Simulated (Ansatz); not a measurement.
# Ru (Ru, dhcp): the cost of one run

Computed with Ansatz 0.2.0 (DFT PBE, plane waves (420 eV) with PAW, scalar-relativistic, unless a step says otherwise).

**1. The structure to begin with**

The structure is hexagonal, space group P6_3/mmc (No. 194). The conventional cell has a = 2.676 Å, b = 2.676 Å, c = 8.741 Å, α = 90.00°, β = 90.00°, γ = 120.00°. Ru (site symmetry -3m) has 12 Ru at 2.68 Å as nearest neighbours. Ru (site symmetry -6m2) is surrounded by 12 Ru at 2.68 Å.

As a file:

```xyz
4
Lattice="2.6763 0.0000 0.0000 -1.3382 2.3177 0.0000 0.0000 0.0000 8.7408" Properties=species:S:1:pos:R:3 pbc="T T T"
Ru    0.0000    0.0000    0.0000
Ru    0.0000    0.0000    4.3704
Ru    0.0000    1.5452    2.1852
Ru    1.3382    0.7726    6.5556
```

The atoms start with moments of +1 ×4 μB.

**2. Relaxation of the cell**

Contents of input.yaml:

```yaml
crystal:
  lattice:
    - [2.6763033576, 0.0, 0.0]
    - [-1.3381516788, 2.317746696, 0.0]
    - [0.0, 0.0, 8.7408067661]
  atoms:
    - { symbol: Ru, position: [0.0, 0.0, 0.0], spin: 1.0 }
    - { symbol: Ru, position: [0.0, 0.0, 0.5], spin: 1.0 }
    - { symbol: Ru, position: [0.3333333333, 0.6666666667, 0.25], spin: 1.0 }
    - { symbol: Ru, position: [0.6666666667, 0.3333333333, 0.75], spin: 1.0 }
hamiltonian:
  xc: pbe
  pseudopotentials:
    kind: paw
    azcp:
      Ru: "pseudopotentials/Ru.paw.azcp"
basis:
  ecutwfc: 420
  fft_grid_basis: typed
kpoints:
  mp_grid: { grid: [13, 13, 4], shift: [0, 0, 0] }
magnetization:
  spin_polarized: true
scf:
  occupations: { method: fermi_dirac, width: 0.05 }
relax:
  max_steps: 60
  f_tol: 0.01
  cell: {}
```

Run with:

```sh
$ ansatz run input.yaml --threads 2 --pin off --max-ram 6144MiB --backend cpu --events-out ev --progress --plain --runs-dir out
```

Q: Estimate wall time and peak memory on 2 threads of Arm Neoverse V1, shared host.

About 43 s, with a peak of 0.46 GiB.
